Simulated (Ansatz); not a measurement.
# SiCl2OF (SMILES [O][Si](F)(Cl)Cl): U-revPBE/cc-pVDZ

What is the energy change on altering one bond length of SiCl2OF at U-revPBE/cc-pVDZ? 

The calculation is run with Ansatz 0.2.0.

73 further runs of the same task are left out: 9 that didn't finish, 64 set aside as unsound or not needed.

## 1. Starting point

SiCl2OF: 5 atoms, total charge 0, spin state doublet. As SMILES, `[O][Si](F)(Cl)Cl`. The coordinates come from a PBE0-D4/def2-TZVP relaxation.

Bond lengths: O1–Si2 1.643 Å, Si2–F3 1.574 Å, Si2–Cl4 2.012 Å, Si2–Cl5 2.011 Å. Angles: O1–Si2–F3 113.3°, O1–Si2–Cl4 105.6°, O1–Si2–Cl5 107.2°, F3–Si2–Cl4 108.3°, F3–Si2–Cl5 107.9°, Cl4–Si2–Cl5 114.8°.

## 2. A single-point energy at U-revPBE/cc-pVDZ

job.yaml

```yaml
crystal:
  periodic: [false, false, false]
  atoms:
    - {symbol: O, position_ang: [1.205200, -1.120900, 0.351000]}
    - {symbol: Si, position_ang: [0.002000, -0.037300, 0.071900]}
    - {symbol: F, position_ang: [-0.944500, 0.175500, 1.311100]}
    - {symbol: Cl, position_ang: [-1.088600, -0.815800, -1.428500]}
    - {symbol: Cl, position_ang: [0.875700, 1.725000, -0.347000]}
basis:
  gaussian:
    orbitals: cc-pVDZ
magnetization:
  spin_polarized: true
  initial_magnetization: 1
hamiltonian:
  xc: {name: revPBE}
accuracy: high
output: {orbitals: {seedname: orbitals}}
```

On the command line:

```
ansatz run job.yaml --threads 1 --pin off --max-ram 3480MiB --events-out events.jsonl --progress --plain --runs-dir runs
```

Standard output:

```text
Warning: RAYON_NUM_THREADS=1 ignored (pool sized by the plan → 1); use --threads N
Functional definition: revPBE
  name "revPBE"
  parameter kappa = 1.245
  parameter beta = 0.06672455060314922
  exchange = pbe_x(kappa = kappa, mu = beta*pi^2/3)
  correlation = pbe_c(beta = beta)
1763 factors; integrals over basis functions are off by at most 3.0e-9 eV
mean field evaluation 1: about -37668.1631 eV, gradient 5.3e1 eV
mean field evaluation 2: about -37452.0406 eV, gradient 1.5e2 eV
mean field evaluation 4: about -37676.9654 eV, gradient 3.7e1 eV
mean field evaluation 8: about -37681.8870 eV, gradient 8.8e-1 eV
mean field evaluation 16: about -37681.8917 eV, gradient 5.8e-3 eV
mean field evaluation 32: about -37681.8917 eV, gradient 1.6e-7 eV
mean field -37681.89165793 eV, -1384.7839767256 hartree, gradient 3.0e-8 eV, S^2 0.752418; 6 other end points of the search recorded, 0 dependent functions left out
reference -37681.89166148 eV, -1384.7839768557 hartree; 33, 32 occupied and 49, 50 virtual orbitals, 1763 factors
Total energy: -37681.89166148 eV, -1384.7839768557 hartree
```

It took 21 s on 1 thread of Arm Neoverse V2, shared host; peak memory 0.27 GiB.

## 3. The distorted shape

job.yaml

```yaml
crystal:
  periodic: [false, false, false]
  atoms:
    - symbol: O
      position_ang: [2.513923, -0.186698, 2.151484]
    - symbol: Si
      position_ang: [1.310723, 0.896902, 1.872384]
    - symbol: F
      position_ang: [0.364223, 1.109702, 3.111584]
    - symbol: Cl
      position_ang: [-1.088600, -0.815800, -1.428500]
    - symbol: Cl
      position_ang: [2.184423, 2.659202, 1.453484]
basis:
  gaussian:
    orbitals: cc-pVDZ
output:
  orbitals: {seedname: orbitals}
magnetization:
  spin_polarized: true
  initial_magnetization: 1
accuracy: high
hamiltonian:
  xc: {name: revPBE}
```

On the command line:

```
ansatz run job.yaml --threads 1 --pin off --max-ram 3480MiB --events-out events.jsonl --progress --plain --runs-dir runs
```

Standard output:

```text
Warning: RAYON_NUM_THREADS=1 ignored (pool sized by the plan → 1); use --threads N
[... 6 set-up lines as earlier in the session ...]
1680 factors; integrals over basis functions are off by at most 3.3e-9 eV
mean field evaluation 1: about -37667.4786 eV, gradient 5.1e1 eV
mean field evaluation 2: about -37469.3044 eV, gradient 1.4e2 eV
mean field evaluation 4: about -37666.3854 eV, gradient 4.4e1 eV
mean field evaluation 8: about -37671.6223 eV, gradient 2.5e1 eV
mean field evaluation 16: about -37678.8314 eV, gradient 5.1e-1 eV
mean field evaluation 32: about -37678.8526 eV, gradient 4.6e-4 eV
mean field evaluation 64: about -37678.8470 eV, gradient 6.4e-1 eV
mean field evaluation 96: about -37678.5195 eV, gradient 3.4e0 eV
mean field evaluation 128: about -37677.7481 eV, gradient 4.8e0 eV
mean field evaluation 160: about -37678.8247 eV, gradient 2.6e-1 eV
mean field -37678.85259464 eV, -1384.6722932094 hartree, gradient 8.3e-8 eV, S^2 0.756335; 10 other end points of the search recorded, 0 dependent functions left out
reference -37678.85259886 eV, -1384.6722933645 hartree; 33, 32 occupied and 49, 50 virtual orbitals, 1680 factors
Total energy: -37678.85259886 eV, -1384.6722933645 hartree
```

It took 71 s on 1 thread of Arm Neoverse V2, shared host; peak memory 0.26 GiB.

## 4. Outcome

Level: U-revPBE/cc-pVDZ.

| quantity | value |
| --- | --- |
| first shape: total energy | -1384.78398 Eh |
| first shape: HOMO energy (highest over α and β) | -7.68 eV |
| first shape: LUMO energy (lowest over α and β) | -6.92 eV |
| first shape: ⟨S²⟩ | 0.752 |
| distorted shape: total energy | -1384.67229 Eh |
| distorted shape: HOMO energy (highest over α and β) | -7.18 eV |
| distorted shape: LUMO energy (lowest over α and β) | -7.16 eV |
| distorted shape: ⟨S²⟩ | 0.756 |
| energy change with the Si2–Cl4 bond stretched from 2.012 to 4.426 Å | 3.039 eV |

**Reading.** With the Si2–Cl4 bond stretched from 2.012 to 4.426 Å the energy rises by 3.04 eV (293 kJ/mol). The first shape isn't relaxed at this level, so the change isn't measured from a minimum.
